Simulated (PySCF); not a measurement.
**B₅: structure of the doublet**

Aim: relax B₅ as a doublet from a trigonal bipyramid start, check by its vibrations whether the end is a minimum, and collect its spectrum and constants.

Program: PySCF 2.14.0. Level of theory: PBE, basis B def2-SVP, no relativity, density fitting. These are calculated values, not measurements.

### 1 The starting structure

5 atoms, charge 0, spin multiplicity 2.

Bond lengths: B1–B2 1.700 Å, B1–B3 1.700 Å, B1–B4 1.705 Å, B1–B5 1.705 Å, B2–B3 1.700 Å, B2–B4 1.705 Å, B2–B5 1.705 Å, B3–B4 1.705 Å, B3–B5 1.705 Å. Angles: B2–B1–B3 60.0°, B2–B1–B4 60.1°, B2–B1–B5 60.1°, B3–B1–B4 60.1°, B3–B1–B5 60.1°, B4–B1–B5 109.7°, B1–B2–B3 60.0°, B1–B2–B4 60.1°, B1–B2–B5 60.1°, B3–B2–B4 60.1°, B3–B2–B5 60.1°, B4–B2–B5 109.7°, B1–B3–B2 60.0°, B1–B3–B4 60.1°, B1–B3–B5 60.1°, B2–B3–B4 60.1°, B2–B3–B5 60.1°, B4–B3–B5 109.7° and more.

Coordinates in bohr (charge 0 multiplicity 2):
```
B     0.0000    1.8548    0.0000
B     1.6063   -0.9273    0.0000
B    -1.6063   -0.9273    0.0000
B     0.0000    0.0000    2.6343
B     0.0000    0.0000   -2.6343
```

### 2 Finding the electronic state

One driver script runs all steps and calls PySCF; scf.py shows how it sets up the SCF of each step. The optimiser is the driver's own. After this first run the driver tries any further starts and a stability analysis.

scf.py reads:

```python
from pyscf import gto, scf, dft
mol = gto.M(atom='''
B      0.000000     0.981500     0.000000
B      0.850000    -0.490700     0.000000
B     -0.850000    -0.490700     0.000000
B      0.000000     0.000000     1.394000
B      0.000000     0.000000    -1.394000''',
    basis={'B': 'def2-SVP'},
    charge=0, spin=1)
mf = dft.UKS(mol, xc='PBE')
mf.grids.atom_grid = (50, 194)
aux = {'B': 'def2-universal-JKFIT'}
mf = mf.density_fit(auxbasis=aux)
mf.conv_tol = 1e-08
mf.diis_space = 10
mf.max_cycle = 60
mf.init_guess = 'minao'
mf.verbose = 4
mf.kernel()
```

Run with:

```console
$ OMP_NUM_THREADS=2 python axn.py task.json out
```

After this run come: Relaxing the doublet from the trigonal bipyramid start; Releasing the symmetry; Hessian and properties.

Before running it: what results should come out? Wanted: minimum; geometry; wavenumbers; dipole moment; highest occupied, lowest empty level; polar-tensor charge of B1; zero-point energy; ⟨S²⟩.

As calculated:

| quantity | value |
| --- | --- |
| minimum | doublet, C2v |
| geometry | B–B 1.591 Å (×4), B–B 1.672 Å (×2), B–B 1.743 Å, B–B 1.939 Å (×2); B–B–B 51.7° (×4), B–B–B 53.4°, B–B–B 55.5° (×4), B–B–B 56.8° (×4), B–B–B 63.3° (×2), B–B–B 66.4° (×2) |
| wavenumbers (cm⁻¹) | 281 (b2), 530 (b1), 576 (a1), 625 (a1), 785 (a1), 825 (b2), 826 (a2), 1140 (a1), 1166 (b1) |
| dipole moment | 1.41 D |
| highest occupied, lowest empty level (either spin) | -5.24, -4.55 eV |
| polar-tensor charge of B1 | +0.30 e |
| zero-point energy | 40.4 kJ/mol |
| entropy at 298.15 K | 270.8 J/(mol K) |
| ⟨S²⟩ | 0.826 |

**Reading.** The trigonal bipyramid start (D3h) ends in a minimum of C2v symmetry. The strongest infrared band lies at 281 cm⁻¹ (b2). Only this shape and spin were tried, so other structures or states may lie lower.
